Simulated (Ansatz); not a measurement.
**AlH₅O₃Se: a ladder of functionals and wavefunction methods**

One table from this session's results is given with a row withheld; the runs are named, their logs left out.

Computed with Ansatz 0.2.0, Gaussian basis. Level: functionals in def2-TZVPP, the program's frozen cores in correlated methods.

Levels to be run: LDA (SPW92), PBE-D4, revPBE-D4, BLYP-D4, r2SCAN-D4, B97M-V, PBE0-D4, B3LYP-D4, r2SCANh-D4, r2SCAN0-D4, HSE06-D4, BHLYP-D4, CAM-B3LYP-D4, LC-ωPBE, ωB97X-V, ωB97M-V, B2PLYP, PBE-QIDH; CCSD(T)/def2-SVP; CCSD(T)/def2-TZVPP; MP2/def2-QZVPP; extrapolation to the limit; RPA on PBE.

## Structure used throughout

The geometry comes from an earlier relaxation with PBE0-D4 in a triple-zeta def2 set; it is a stationary point, not always the lowest conformer.

10 atoms, charge 0, spin multiplicity 1.

Atoms are counted from 1 here; the program's logs count them from 0.

Bond lengths: O1–Al2 1.710 Å, O1–H6 0.955 Å, Al2–O3 1.709 Å, Al2–O4 1.710 Å, Al2–Se5 2.674 Å, O3–H7 0.955 Å, O4–H8 0.955 Å, Se5–H9 1.468 Å, Se5–H10 1.469 Å. Angles: Al2–O1–H6 120.4°, O1–Al2–O3 118.0°, O1–Al2–O4 117.9°, O1–Al2–Se5 100.0°, O3–Al2–O4 119.4°, O3–Al2–Se5 95.6°, O4–Al2–Se5 96.2°, Al2–O3–H7 120.7°, Al2–O4–H8 120.9°, Al2–Se5–H9 95.4°, Al2–Se5–H10 95.4°, H9–Se5–H10 91.5°.

Geometry (Å):

```xyz
10
AlH5O3Se
O    -0.9774    0.1179   -1.4306
Al   -0.1013   -0.6112   -0.1564
O     1.4228   -1.2956   -0.5175
O    -0.9814   -1.1882    1.1910
Se    0.8704    1.5707    1.0470
H    -1.9327    0.1255   -1.4182
H     1.7100   -1.3959   -1.4231
H    -0.6512   -1.9137    1.7176
H    -0.4287    2.2400    1.1895
H     1.1528    2.2994   -0.1964
```

Set-up of the first run:

File in.yaml:

```yaml
crystal:
  periodic: [false, false, false]
  atoms:
    - {symbol: O, position_ang: [-0.977354, 0.117879, -1.430613]}
    - {symbol: Al, position_ang: [-0.101313, -0.611181, -0.156367]}
    - {symbol: O, position_ang: [1.422772, -1.295616, -0.517483]}
    - {symbol: O, position_ang: [-0.981426, -1.188176, 1.190985]}
    - {symbol: Se, position_ang: [0.870351, 1.570702, 1.046965]}
    - {symbol: H, position_ang: [-1.932737, 0.125515, -1.418153]}
    - {symbol: H, position_ang: [1.709971, -1.395927, -1.423132]}
    - {symbol: H, position_ang: [-0.651223, -1.913719, 1.717644]}
    - {symbol: H, position_ang: [-0.428729, 2.239960, 1.189506]}
    - {symbol: H, position_ang: [1.152788, 2.299364, -0.196352]}
basis:
  gaussian: {orbitals: def2-TZVPP}
hamiltonian: {xc: lda}
output: {orbitals: {seedname: orbitals}}
```

Command:

```bash
$ ansatz run in.yaml --threads 4 --pin off --events-out ev --progress --plain --max-ram 10444MiB
```

Steps of the session up to this table: LDA; PBE-D4 (GGA); revPBE-D4 (GGA); BLYP-D4 (GGA); r2SCAN-D4 (meta-GGA); B97M-V (meta-GGA); B3LYP-D4 (hybrid); r2SCANh-D4 (hybrid); r2SCAN0-D4 (hybrid); HSE06-D4 (hybrid); BHLYP-D4 (hybrid); CAM-B3LYP-D4 (range-separated); LC-ωPBE (range-separated); ωB97X-V (range-separated); ωB97M-V (range-separated); B2PLYP (double hybrid); PBE-QIDH (double hybrid).

One table of the session follows, with a row left open; its other results are not shown here.

It belongs to the step «Orbital energies across the functionals». 

| functional | HOMO (eV) | gap (eV) |
| --- | --- | --- |
| LDA (SPW92) | -6.64 | 5.03 |
| PBE-D4 | -6.45 | 4.94 |
| revPBE-D4 | -6.38 | 4.92 |
| BLYP-D4 | -6.34 | 4.90 |
| r2SCAN-D4 | ? | ? |
| B97M-V | -6.86 | 5.54 |
| PBE0-D4 | -7.92 | 7.33 |
| B3LYP-D4 | -7.67 | 6.81 |
| r2SCANh-D4 | -7.34 | 6.41 |
| r2SCAN0-D4 | -8.15 | 7.72 |
| HSE06-D4 | -7.52 | 6.54 |
| BHLYP-D4 | -9.21 | 9.56 |
| CAM-B3LYP-D4 | -9.30 | 9.80 |
| LC-ωPBE | -10.64 | 12.39 |
| ωB97X-V | -10.29 | 11.87 |
| ωB97M-V | -10.18 | 11.57 |

Q: Estimate the row for r2SCAN-D4 from the others.

Worked estimate for «HOMO (eV)». Against the share of exact exchange, r2SCANh-D4 (0.1, -7.34), r2SCAN0-D4 (0.25, -8.15) give a slope of -5.40 per unit share; at 0 the line stands at -6.80.

**Answer.** HOMO (eV): -6.79; gap (eV): 5.52. In «HOMO (eV)» the line misses by -0.01.
